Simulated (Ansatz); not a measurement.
# C2H7NSi (SMILES C=C[SiH2]N) at 6 levels

We compute a comparison of 6 runs (HF/STO-3G, B3LYP/cc-pVDZ, PBE-QIDH/cc-pVDZ, SVWN5/cc-pVDZ, wB97X/cc-pVDZ, CCSD/cc-pVDZ) of C2H7NSi. 

The calculation is run with Ansatz 0.2.0.

62 further runs of the same task are left out: 62 set aside as unsound or not needed.

## Step 1: The structure to begin with

C2H7NSi has 11 atoms, charge 0, and is taken as a singlet. SMILES: `C=C[SiH2]N`. The N4–H11 distance was set to 1.307 Å, away from the relaxed value.

Bond lengths: C1–C2 1.330 Å, C2–Si3 1.865 Å, Si3–N4 1.715 Å, C1–H5 1.087 Å, C1–H6 1.087 Å, C2–H7 1.091 Å, Si3–H8 1.488 Å, Si3–H9 1.488 Å, N4–H10 1.006 Å. Some angles: C1–C2–Si3 123.1°, C2–Si3–N4 114.9°, C1–C2–H7 118.1°, Si3–C2–H7 118.8°, C2–C1–H5 122.6°, C2–C1–H6 121.2°, C2–Si3–H8 108.4°, C2–Si3–H9 108.4°, N4–Si3–H8 107.9°, N4–Si3–H9 108.0°. A long bond or contact: N4–H11 1.307 Å.

## Step 2: A single-point energy at HF/STO-3G (run 1)

Contents of molecule.yaml:

```yaml
crystal:
  periodic: [false, false, false]
  atoms:
    - {symbol: C, position_ang: [-0.389062, 1.426529, -0.970473]}
    - {symbol: C, position_ang: [0.376338, 1.298129, 0.109627]}
    - {symbol: Si, position_ang: [0.883538, -0.354971, 0.807127]}
    - {symbol: N, position_ang: [0.289938, -1.714171, -0.054073]}
    - {symbol: H, position_ang: [-0.680062, 2.394129, -1.370173]}
    - {symbol: H, position_ang: [-0.759762, 0.555129, -1.504573]}
    - {symbol: H, position_ang: [0.720038, 2.206229, 0.606127]}
    - {symbol: H, position_ang: [0.386538, -0.447071, 2.207127]}
    - {symbol: H, position_ang: [2.370238, -0.427171, 0.810527]}
    - {symbol: H, position_ang: [0.691938, -1.996471, -0.931773]}
    - {symbol: H, position_ang: [-0.953800, -2.102100, 0.056300]}
basis:
  gaussian:
    orbitals: STO-3G
total_charge: 0
hamiltonian:
  xc: hf
accuracy: high
output:
  orbitals: {seedname: orbitals}
```

Launch:

```
$ ansatz run molecule.yaml --threads 1 --pin off --max-ram 3480MiB --events-out events.jsonl --progress --plain --runs-dir runs
```

Output:

```text
Warning: RAYON_NUM_THREADS=1 ignored (pool sized by the plan → 1); use --threads N
Functional definition: HF
  name "HF"
  exchange = exact_x
  correlation = 0
638 factors; integrals over basis functions are off by at most 9.5e-9 eV
mean field evaluation 1: about -11376.8362 eV, gradient 1.8e1 eV
mean field evaluation 2: about -11376.9291 eV, gradient 1.8e1 eV
mean field evaluation 4: about -11378.0693 eV, gradient 1.3e0 eV
mean field evaluation 8: about -11378.0762 eV, gradient 3.6e-2 eV
mean field -11378.07619559 eV, -418.1365878509 hartree, gradient 2.7e-8 eV, S^2 0.000000; 0 other end points of the search recorded, 0 dependent functions left out
reference -11378.07619559 eV, -418.1365878509 hartree; 20, 20 occupied and 11, 11 virtual orbitals, 638 factors
Total energy: -11378.07619559 eV, -418.1365878509 hartree
```

Wall time 0.28 s (1 thread of Arm Neoverse V2, shared host).

## Step 3: A single-point energy at B3LYP/cc-pVDZ (run 2)

Contents of molecule.yaml:

```yaml
crystal:
  periodic: [false, false, false]
  atoms:
    - symbol: C
      position_ang: [-0.389062, 1.426529, -0.970473]
    - symbol: C
      position_ang: [0.376338, 1.298129, 0.109627]
    - symbol: Si
      position_ang: [0.883538, -0.354971, 0.807127]
    - symbol: N
      position_ang: [0.289938, -1.714171, -0.054073]
    - symbol: H
      position_ang: [-0.680062, 2.394129, -1.370173]
    - symbol: H
      position_ang: [-0.759762, 0.555129, -1.504573]
    - symbol: H
      position_ang: [0.720038, 2.206229, 0.606127]
    - symbol: H
      position_ang: [0.386538, -0.447071, 2.207127]
    - symbol: H
      position_ang: [2.370238, -0.427171, 0.810527]
    - symbol: H
      position_ang: [0.691938, -1.996471, -0.931773]
    - symbol: H
      position_ang: [-0.953800, -2.102100, 0.056300]
basis:
  gaussian:
    orbitals: cc-pVDZ
hamiltonian:
  xc: {name: B3LYP}
accuracy: high
output: {orbitals: {seedname: orbitals}}
```

Launch:

```
$ ansatz run molecule.yaml --threads 1 --pin off --max-ram 3480MiB --events-out events.jsonl --progress --plain --runs-dir runs
```

Output:

```text
Warning: RAYON_NUM_THREADS=1 ignored (pool sized by the plan → 1); use --threads N
Functional definition: B3LYP
  name "B3LYP"
  parameter a0 = 0.2
  parameter ax = 0.72
  parameter ac = 0.81
  exchange = (1 - a0 - ax)*slater_x + ax*b88_x + a0*exact_x
  correlation = (1 - ac)*vwn_rpa_c + ac*lyp_c
2298 factors; integrals over basis functions are off by at most 3.7e-9 eV
mean field evaluation 1: about -11545.2843 eV, gradient 6.5e1 eV
mean field evaluation 2: about -11534.0501 eV, gradient 9.2e1 eV
mean field evaluation 4: about -11554.9096 eV, gradient 4.9e0 eV
mean field evaluation 8: about -11555.1337 eV, gradient 1.4e-1 eV
mean field evaluation 16: about -11555.1338 eV, gradient 7.0e-6 eV
mean field -11555.13379556 eV, -424.6433346357 hartree, gradient 5.5e-8 eV, S^2 0.000000; 0 other end points of the search recorded, 0 dependent functions left out
reference -11555.13384109 eV, -424.6433363090 hartree; 20, 20 occupied and 75, 75 virtual orbitals, 2298 factors
Total energy: -11555.13384109 eV, -424.6433363090 hartree
```

Run time: 8.4 s. Hardware: 1 thread of Arm Neoverse V2, shared host; peak memory 0.34 GiB.

Runs 3 to 5 aren't shown in full; the table further down has their settings and results.

## Step 4: A single-point energy at CCSD/cc-pVDZ (run 6)

Contents of in.yaml:

```yaml
crystal:
  periodic: [false, false, false]
  atoms:
    - symbol: C
      position_ang: [-0.389062, 1.426529, -0.970473]
    - symbol: C
      position_ang: [0.376338, 1.298129, 0.109627]
    - symbol: Si
      position_ang: [0.883538, -0.354971, 0.807127]
    - symbol: "N"
      position_ang: [0.289938, -1.714171, -0.054073]
    - symbol: H
      position_ang: [-0.680062, 2.394129, -1.370173]
    - symbol: H
      position_ang: [-0.759762, 0.555129, -1.504573]
    - symbol: H
      position_ang: [0.720038, 2.206229, 0.606127]
    - symbol: H
      position_ang: [0.386538, -0.447071, 2.207127]
    - symbol: H
      position_ang: [2.370238, -0.427171, 0.810527]
    - symbol: H
      position_ang: [0.691938, -1.996471, -0.931773]
    - symbol: H
      position_ang: [-0.953800, -2.102100, 0.056300]
basis:
  gaussian: {orbitals: cc-pVDZ}
scf: {omitted_lower_state_checks: [cluster_reference, increment]}
accuracy: high
correlation: {method: ccsd, frozen_orbitals: {C: 1, H: 0, "N": 1, Si: 5}}
```

Launch:

```
$ ansatz run in.yaml --threads 1 --pin off --max-ram 3480MiB --events-out events.jsonl --progress --plain --runs-dir runs
```

Output:

```text
Warning: RAYON_NUM_THREADS=1 ignored (pool sized by the plan → 1); use --threads N
[... 11 lines left out ...]
8 core orbitals not correlated: weight in the atoms' cores, before any rotation towards them, 1.000 or more for the frozen orbitals, at most 0.000 for the correlated occupied ones
[... 27 lines left out ...]
Total energy: -11530.82455481 eV, -423.7499865157 hartree
Checks for a lower state left out: cluster_reference, increment
```

Run time: 21 s. Hardware: 1 thread of Arm Neoverse V2, shared host; peak memory 0.66 GiB.

## Step 5: Overview of the runs

```csv
run,level,frozen core orbitals,energy (Eh),HOMO energy (eV),LUMO energy (eV),HOMO–LUMO gap (eV),wall time
1,HF/STO-3G,–,-418.136588,-7.88,8.62,16.50,0.28 s
2,B3LYP/cc-pVDZ,–,-424.643336,-6.70,-0.22,6.48,8.4 s
3,PBE-QIDH/cc-pVDZ,8,-424.185517,-9.32,2.05,11.37,12 s
4,SVWN5/cc-pVDZ,–,-422.237962,-5.59,-1.12,4.47,5.1 s
5,wB97X/cc-pVDZ,–,-424.575982,-9.42,2.28,11.70,28 s
6,CCSD/cc-pVDZ,8,-423.749987,–,–,–,21 s
```

## Step 6: What came out

```
                                          quantity          value
                               run 6: total energy  -423.74999 Eh
run 6: correlation energy (8 core orbitals frozen)     -600.4 mEh
                              run 6: T1 diagnostic          0.011
```

Over runs 1, 2, 3, 4, 5 the HOMO–LUMO gap runs from 4.47 eV (SVWN5/cc-pVDZ) to 16.50 eV (HF/STO-3G). The two ends differ in method and basis. Totals of different functionals can't be ranked against each other. In run 1 the basis is minimal, so the values are rough. All runs together took 75 s, the longest 28 s.
